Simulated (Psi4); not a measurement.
# SnCl2 (SMILES [Cl][Sn][Cl]): DSD-PBEP86/def2-SVP (core potential, density fitting for correlation)

Aim: the vertical singlet–triplet gap of SnCl2 at DSD-PBEP86/def2-SVP (core potential, density fitting for correlation), from 2 runs. 

The results are computed with Psi4 1.11.

4 further runs of the same task are left out: 2 that didn't finish, 2 set aside as unsound or not needed.

### 1 The system as given

SnCl2: 3 atoms, total charge 0, spin state singlet. As SMILES, `[Cl][Sn][Cl]`. The shape is that of a PBE0-D4/def2-TZVP optimisation.

Bond lengths: Cl1–Sn2 2.363 Å, Sn2–Cl3 2.363 Å. Angles: Cl1–Sn2–Cl3 98.4°.

### 2 The energy at DSD-PBEP86/def2-SVP (core potential, density fitting for correlation)

The input, cl2sn.xyz:

```xyz
3
Cl2Sn
Cl     1.154200     1.220700     0.756000
Sn    -0.796900     0.518900    -0.376600
Cl    -0.368200    -1.804500    -0.392600
```

The input, calc.py:

```python
import psi4

psi4.set_memory(1600000000)
psi4.set_num_threads(1)
psi4.set_output_file('output.dat', False)

with open('cl2sn.xyz') as f:
    atoms = ''.join(f.readlines()[2:])
molecule = psi4.geometry('0 1\n' + atoms + 'symmetry c1\nno_reorient\nno_com')

psi4.set_options({
    'basis': 'def2-SVP',
    'puream': True,
    'e_convergence': 1e-09,
    'd_convergence': 1e-08,
    'scf_type': 'pk',
    'dft_radial_points': 99,
    'dft_spherical_points': 590,
    'num_frozen_docc': 14,
})

e, wfn = psi4.energy("dsd-pbep86", return_wfn=True)
print(f'dsd-pbep86 energy: {e:.10f} Eh')
for k, v in sorted(psi4.core.scalar_variables().items()):
    print(f'{k:45s} {v:18.10f}')
```

Run with:

```
python calc.py
```

output.dat, cut to the lines that bear on the results:

```text
[...]
    !!!  WARNING: ECP capability is in beta. Please check occupations closely.  !!!
[...]
  Running in c1 symmetry.
[...]
  Nuclear repulsion =  210.297974598311555
[...]
  Multiplicity = 1
[...]
  Nalpha       = 28
  Nbeta        = 28
[...]
    Number of basis functions: 62
[...]
   @RKS iter   1: -1133.13811764286152   -1.62128e+00   4.61953e-03 ADIIS/DIIS
[...]
   @RKS iter  11: -1133.18577986191031   -4.32010e-12   5.61400e-09 DIIS
[...]
    Orbital Energies [Eh]
    ---------------------
    Doubly Occupied:
       1A   -103.619722     2A   -103.619684     3A    -10.155886
       4A    -10.155879     5A     -7.726813     6A     -7.726808
       7A     -7.724143     8A     -7.724137     9A     -7.723479
      10A     -7.723472    11A     -5.654631    12A     -3.899406
      13A     -3.894780    14A     -3.891493    15A     -1.277828
      16A     -1.274538    17A     -1.273863    18A     -1.271209
      19A     -1.266339    20A     -0.978918    21A     -0.959044
      22A     -0.580164    23A     -0.452918    24A     -0.427280
      25A     -0.421560    26A     -0.401262    27A     -0.391757
      28A     -0.344715
[...]
  @RKS Final Energy: -1133.18577986191031
   => Energetics <=
    Nuclear Repulsion Energy =            210.2979745983115549
    One-Electron Energy =               -2066.8202489481800512
    Two-Electron Energy =                 744.6057864495705871
    DFT Exchange-Correlation Energy =     -21.2692919616124634
    Empirical Dispersion Energy =           0.0000000000000000
    VV10 Nonlocal Energy =                  0.0000000000000000
    Total Energy =                      -1133.1857798619103050
[...]
 Multipole Moments:
 ------------------------------------------------------------------------------------
     Multipole            Electronic (a.u.)      Nuclear  (a.u.)        Total (a.u.)
 ------------------------------------------------------------------------------------
 L = 1.  Multiply by 2.5417464519 to convert [e a0] to [Debye]
 Dipole X            :          6.8500127           -7.8797800           -1.0297673
 Dipole Y            :         -2.1162180            2.8179596            0.7017416
 Dipole Z            :          3.4992489           -3.9824088           -0.4831599
 Magnitude           :                                                    1.3365274
[...]
```

The script printed:

```text
dsd-pbep86 energy: -1133.3690340252 Eh
CURRENT ENERGY                                  -1133.3690340252
CURRENT REFERENCE ENERGY                        -1133.1857798619
DD SOLVATION ENERGY                                 0.0000000000
DFT FUNCTIONAL TOTAL ENERGY                     -1133.1857798619
DFT TOTAL ENERGY                                -1133.3690340252
DFT VV10 ENERGY                                     0.0000000000
DFT XC ENERGY                                     -21.2692919616
DOUBLE-HYBRID CORRECTION ENERGY                    -0.1832541633
DSD-PBEP86 DOUBLE-HYBRID CORRECTION ENERGY         -0.1832541633
DSD-PBEP86 TOTAL ENERGY                         -1133.3690340252
GRID ELECTRONS ALPHA                               28.0000004991
GRID ELECTRONS BETA                                28.0000004991
GRID ELECTRONS TOTAL                               56.0000009982
NUCLEAR REPULSION ENERGY                          210.2979745983
ONE-ELECTRON ENERGY                             -2066.8202489482
PCM POLARIZATION ENERGY                             0.0000000000
PE ENERGY                                           0.0000000000
SCF ITERATION ENERGY                            -1133.1857798619
SCF ITERATIONS                                     11.0000000000
SCF TOTAL ENERGY                                -1133.1857798619
TWO-ELECTRON ENERGY                               744.6057864496
XC GRID RADIAL POINTS                              99.0000000000
XC GRID SPHERICAL POINTS                          590.0000000000
XC GRID TOTAL POINTS                           162344.0000000000
```

Run time: 5.7 s. Hardware: 1 thread of Intel Xeon Platinum 8488C (Sapphire Rapids), shared host; peak memory 0.45 GiB.

### 3 The triplet

The input, job.py:

```python
import psi4

psi4.set_memory(1600000000)
psi4.set_num_threads(1)
psi4.core.set_output_file('output.dat', False)

mol = psi4.geometry("""
0 3
Cl     2.18112189     2.30678868     1.42863295
Sn    -1.50592275     0.98057889    -0.71167086
Cl    -0.69579716    -3.41001079    -0.74190648
units au
symmetry c1
no_reorient
no_com
""")

psi4.set_options({
    'basis': 'def2-SVP',
    'reference': 'uks',
    'puream': True,
    'e_convergence': 1e-09,
    'd_convergence': 1e-08,
    'scf_type': 'pk',
    'dft_radial_points': 99,
    'dft_spherical_points': 590,
    'num_frozen_docc': 14,
    'maxiter': 200,
})

e = psi4.energy('DSD-PBEP86', molecule=mol)
print('E =', round(e, 9))
```

Run with:

```
python job.py
```

output.dat, cut to the lines that bear on the results:

```text
[...]
    !!!  WARNING: ECP capability is in beta. Please check occupations closely.  !!!
[...]
  Running in c1 symmetry.
[...]
  Nuclear repulsion =  210.297974702408681
[...]
  Multiplicity = 3
[...]
  Nalpha       = 29
  Nbeta        = 27
[...]
    Number of basis functions: 62
[...]
   @UKS iter   1: -1133.04337862757643   -1.47418e+00   4.24657e-03 DIIS/ADIIS
[...]
   @UKS iter  14: -1133.09159699749875   -4.77485e-12   5.37007e-09 DIIS
[...]
   @S^2 Observed:                2.010994409E+00
[...]
    Orbital Energies [Eh]
    ---------------------
    Alpha Occupied:
       1A   -103.642848     2A   -103.642811     3A    -10.177960
       4A    -10.177953     5A     -7.753124     6A     -7.753122
       7A     -7.745310     8A     -7.745306     9A     -7.744766
      10A     -7.744760    11A     -5.662219    12A     -3.905132
      13A     -3.902245    14A     -3.901588    15A     -1.288666
      16A     -1.281816    17A     -1.277920    18A     -1.277895
      19A     -1.276053    20A     -1.001473    21A     -0.983059
      22A     -0.617554    23A     -0.478552    24A     -0.447039
      25A     -0.444625    26A     -0.423681    27A     -0.407425
      28A     -0.398111    29A     -0.253234
    Alpha Virtual:
[...]
  @UKS Final Energy: -1133.09159699749875
   => Energetics <=
    Nuclear Repulsion Energy =            210.2979747024086805
    One-Electron Energy =               -2066.0427543625237377
    Two-Electron Energy =                 743.9115757178269632
    DFT Exchange-Correlation Energy =     -21.2583930552106999
    Empirical Dispersion Energy =           0.0000000000000000
    VV10 Nonlocal Energy =                  0.0000000000000000
    Total Energy =                      -1133.0915969974987547
[...]
 Multipole Moments:
 ------------------------------------------------------------------------------------
     Multipole            Electronic (a.u.)      Nuclear  (a.u.)        Total (a.u.)
 ------------------------------------------------------------------------------------
 L = 1.  Multiply by 2.5417464519 to convert [e a0] to [Debye]
 Dipole X            :          6.8797522           -7.8797801           -1.0000279
 Dipole Y            :         -2.1365093            2.8179597            0.6814504
 Dipole Z            :          3.5131999           -3.9824089           -0.4692090
 Magnitude           :                                                    1.2979166
[...]
```

On the terminal:

```text
E = -1133.266668991
```

Run time: 7.2 s. Hardware: 1 thread of Intel Xeon Platinum 8488C (Sapphire Rapids), shared host; peak memory 0.46 GiB.

### 4 Results

Level: DSD-PBEP86/def2-SVP (core potential, density fitting for correlation), 14 core orbitals frozen.

| quantity | value |
| --- | --- |
| singlet: total energy | -1133.36903 Eh |
| singlet: HOMO energy (SCF part's orbitals) | -9.38 eV |
| singlet: LUMO energy (SCF part's orbitals) | -1.40 eV |
| singlet: HOMO–LUMO gap (SCF part's orbitals) | 7.98 eV |
| triplet: total energy | -1133.26667 Eh |
| triplet: HOMO energy (SCF part's orbitals) (highest over α and β) | -6.89 eV |
| triplet: LUMO energy (SCF part's orbitals) (lowest over α and β) | -3.89 eV |
| triplet: ⟨S²⟩ | 2.011 |
| vertical energy of the triplet above the singlet | 2.785 eV |

**Reading.** At this shape the triplet lies 2.79 eV (64 kcal/mol) above the singlet.
